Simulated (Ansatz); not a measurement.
# Zn2C: how the settings move a single-point run

Aim: see which settings change the result for Zn2C, by how much, and at what cost. The cell is built on a prototype (antifluorite) and needn't be the phase found in nature.

Program: Ansatz 0.2.0. Level of theory: reference: DFT, r2SCAN, plane waves, PAW. These are calculated values, not measurements.

3 further runs of the same task are left out: 1 for a known fault of the program, 2 that didn't finish.

## 1. The starting structure

It takes space group Fm-3m (No. 225, cubic). The conventional cell has a = 5.156 Å, b = 5.156 Å, c = 5.156 Å, α = 90.00°, β = 90.00°, γ = 90.00°. C (site symmetry m-3m) is surrounded by 8 Zn at 2.23 Å. Zn (site symmetry -43m) is surrounded by 4 C at 2.23 Å.

As a file:

```xyz
3
Lattice="0.0000 2.5779 2.5779 2.5779 0.0000 2.5779 2.5779 2.5779 0.0000" Properties=species:S:1:pos:R:3 pbc="T T T"
C     0.0000    0.0000    0.0000
Zn    1.2890    1.2890    1.2890
Zn    3.8669    3.8669    3.8669
```

## 2. Baseline

File input.yaml:

```yaml
crystal:
  lattice:
    - [0.0, 2.5779490376, 2.5779490376]
    - [2.5779490376, 0.0, 2.5779490376]
    - [2.5779490376, 2.5779490376, 0.0]
  atoms:
    - { symbol: C, position: [0.0, 0.0, 0.0] }
    - { symbol: Zn, position: [0.25, 0.25, 0.25] }
    - { symbol: Zn, position: [0.75, 0.75, 0.75] }
kpoints:
  mp_grid: { grid: [6, 6, 6] }
hamiltonian:
  xc: r2scan
scf:
  occupations: { method: fermi_dirac, width: 0.02 }
  n_extra_bands: 4
output:
  forces: true
  stress: true
  eigenvalues: true
```

The run is started by

```console
ansatz run input.yaml --threads 4 --pin off --max-ram 3686MiB --backend cpu --events-out ev --progress --plain --runs-dir out
```

## 3. Changed: ecutwfc 200

input.yaml: that of step 2 with these lines changed.

```diff
@@ -20 +20,3 @@
   eigenvalues: true
+basis:
+  ecutwfc: 200
```

## 4. Changed: eigensolver.kind dense

input.yaml: that of step 2 with these lines changed.

```diff
@@ -16,2 +16,3 @@
   n_extra_bands: 4
+  eigensolver: { kind: dense }
 output:
```

## 5. Changing settings: occupations.method cold, occupations.width 0.2

input.yaml: that of step 2 with these lines changed.

```diff
@@ -14,3 +14,3 @@
 scf:
-  occupations: { method: fermi_dirac, width: 0.02 }
+  occupations: { method: cold, width: 0.2 }
   n_extra_bands: 4
```

## 6. Changing settings: dispersion d3bj

input.yaml: that of step 2 with these lines changed.

```diff
@@ -13,2 +13,3 @@
   xc: r2scan
+  dispersion: d3bj
 scf:
```

## 7. Changing settings: mixing.beta 0.05

input.yaml: that of step 2 with these lines changed.

```diff
@@ -16,2 +16,4 @@
   n_extra_bands: 4
+  mixing: { beta: 0.05 }
+  max_iter: 56
 output:
```

## 8. Changing settings: mp_grid.grid [4, 4, 4]

input.yaml: that of step 2 with these lines changed.

```diff
@@ -10,3 +10,3 @@
 kpoints:
-  mp_grid: { grid: [6, 6, 6] }
+  mp_grid: { grid: [4, 4, 4] }
 hamiltonian:
```

Before running it: what results should come out? Wanted: for each run, ending; energy change; pressure; gap; force.

The runs gave:

| run | ending | energy change | pressure (GPa) | gap (eV) | force (eV/Å) | cycles | time |
| --- | --- | --- | --- | --- | --- | --- | --- |
| reference | converged | 0 | -0.2 | 0.08 | 0.00 | 7 | 2.4 s |
| 1: ecutwfc 200 | converged | +4.68 eV/atom | 1.5 | 0.30 | 0.00 | 8 | 1.6 s |
| 2: eigensolver.kind dense | converged | 0.0 meV/atom | -0.2 | 0.08 | 0.00 | 7 | 32 s |
| 3: occupations.method cold, occupations.width 0.2 | converged | 0.0 meV/atom (σ→0) | -0.1 | 0.08 | 0.00 | 7 | 2.2 s |
| 4: dispersion d3bj | converged | -164.0 meV/atom (offset of the dispersion model) | -2.5 | 0.08 | 0.00 | 7 | 2.5 s |
| 5: mixing.beta 0.05 | converged | 0.0 meV/atom | -0.2 | 0.08 | 0.00 | 7 | 2.6 s |
| 6: mp_grid.grid [4, 4, 4] | converged | +55.7 meV/atom | -0.7 | 0.07 | 0.00 | 7 | 2 s |

Residual by cycle in the longest SCF loop of each run; runs are numbered as in the table. The quantity is the density residual dr2, in eV.

| cycle | reference | run 1 | run 2 | run 3 | run 4 | run 5 | run 6 |
| --- | --- | --- | --- | --- | --- | --- | --- |
| 1 | 0.0894 | 0.936 | 0.0894 | 0.0888 | 0.0894 | 0.0894 | 0.0993 |
| 2 | 0.0135 | 0.583 | 0.0142 | 0.0136 | 0.0135 | 0.073 | 0.00861 |
| 3 | 0.00287 | 0.0826 | 0.00284 | 0.00282 | 0.00287 | 0.00259 | 0.00371 |
| 4 | 2.7e-4 | 0.0308 | 2.4e-4 | 2.7e-4 | 2.7e-4 | 9.0e-4 | 6.6e-4 |
| 5 | 1.2e-5 | 2.7e-4 | 1.3e-5 | 1.1e-5 | 1.2e-5 | 8.4e-5 | 1.3e-5 |
| 6 | 1.2e-7 | 1.6e-5 | 1.8e-7 | 1.2e-7 | 1.2e-7 | 7.8e-6 | 2.8e-7 |
| 7 | 5.0e-9 | 4.1e-7 | 1.3e-8 | 5.2e-9 | 5.0e-9 | 8.9e-8 | 6.3e-9 |
| 8 | - | 3.4e-9 | - | - | - | - | - |

Run 1 ran under the cutoff that the potentials recommend, as the log warns, so basis error is mixed into its values, and swamps them where the cutoff is far short. Of the variants the dearest is «eigensolver.kind dense» (32 s), the cheapest «ecutwfc 200» (1.6 s), on a shared host.
